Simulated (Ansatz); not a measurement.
# CHGeO (quartet): geometry optimisation

Aim: relax a generated start of CHGeO (quartet) and see which bonds hold.

Program: Ansatz 0.2.0, Gaussian basis. Level of theory: UKS PBE0/def2-TZVP. These are calculated values, not measurements.

## Step 1: The starting structure

4 atoms, charge 0, spin multiplicity 4.

Atoms are counted from 1 here; the program's logs count them from 0.

Bond lengths: C1–Ge2 1.955 Å, Ge2–O3 1.772 Å, O3–H4 0.953 Å. Angles: C1–Ge2–O3 101.6°, Ge2–O3–H4 131.2°.

The start was built by rule and, where that kept it together, relaxed with GFN2-xTB. Sticks and bond lists go by distance. No spin-orbit coupling is included. 

## Step 2: Relaxation

in.yaml reads:

```yaml
crystal:
  periodic: [false, false, false]
  atoms:
    - {symbol: C, position_ang: [-1.447172, -1.096420, -0.009401]}
    - {symbol: Ge, position_ang: [-0.101708, 0.321572, 0.002702]}
    - {symbol: O, position_ang: [1.402370, -0.615561, -0.005045]}
    - {symbol: H, position_ang: [2.314170, -0.338928, -0.002616]}
basis:
  gaussian: {orbitals: def2-TZVP}
magnetization: {spin_polarized: true, initial_magnetization: 3}
hamiltonian: {xc: pbe0}
relax: {f_tol: 0.004, max_steps: 80}
```

Started as:

```sh
> ansatz run in.yaml --threads 1 --pin off --events-out ev --progress --plain --max-ram 2176MiB
```

What does the calculation give? Wanted: energy gained; shift from the start; total energy; dipole moment; ⟨S²⟩.

As calculated:

| quantity | value |
| --- | --- |
| steps | 8 |
| energy gained | 0.082 eV |
| shift from the start (rms) | 0.093 Å |
| total energy | -59604.0845 eV |
| dipole moment | 2.94 D |
| ⟨S²⟩ | 3.757 |

The bonds of the start are those of the end. Ge2–O3 went from 1.772 to 1.786 Å. No vibrations were run, so this is a stationary point, not a proven minimum, and this spin need not be the ground state's.
